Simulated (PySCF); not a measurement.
# C2HTl (Tl(CCH)): the cost of one run

Program: PySCF 2.14.0. Level of theory: r2SCAN, Tl def2-SVP with ECP60, C def2-SVP, H def2-SVP; scalar-relativistic core potentials, no spin–orbit coupling. These are calculated values, not measurements.

**1. The system as given**

4 atoms, charge 0, spin multiplicity 1.

Bond lengths: Tl1–C2 2.316 Å, C2–C3 1.233 Å, C3–H4 1.077 Å. Angles: Tl1–C2–C3 180.0°, C2–C3–H4 180.0°.

Coordinates:

```mol
C2HTl
  3D, bonds by distance, orders not assigned

  4  3  0  0  0  0  0  0  0  0999 V2000
    0.0000   -0.0000   -0.2086 Tl  0  0
    0.0000    0.0000    2.1074 C   0  0
    0.0000    0.0000    3.3400 C   0  0
   -0.0000    0.0000    4.4173 H   0  0
  1  2  8  0
  2  3  8  0
  3  4  8  0
M  END
```

Formal oxidation states: Tl +1. An earlier session relaxed this geometry at r2SCAN, Tl def2-SVP with ECP60, C def2-SVP, H def2-SVP (singlet, point group C∞v).

Its energy there is -249.226795 Eh.

**2. Multiplicity 3 at the relaxed geometry**

File run.py (the lines that set the calculation):

```python
mol = gto.M(atom='''
Tl     0.00000     0.00000    -0.20856
C      0.00000     0.00000     2.10741
C      0.00000     0.00000     3.33997
H      0.00000     0.00000     4.41725''',
    basis={'Tl': 'def2-SVP', 'C': 'def2-SVP', 'H': 'def2-SVP'},
    ecp={'Tl': 'def2-SVP'},
    charge=0, spin=2)
mf = dft.UKS(mol, xc='R2SCAN')
mf.grids.atom_grid = (50, 194)
mf = mf.density_fit()  # fitting sets: Tl def2-universal-JKFIT, C def2-universal-JKFIT, H def2-universal-JKFIT
mf.conv_tol = 1e-08; mf.max_cycle = 55
mf.kernel(dm0)  # dm0: free metal ions and neutral atoms
```

Launch:

```console
> OMP_NUM_THREADS=2 python run.py
```

**Question.** How long does this run take on 2 threads of Arm Neoverse V1, shared host?

About 2.5 s.
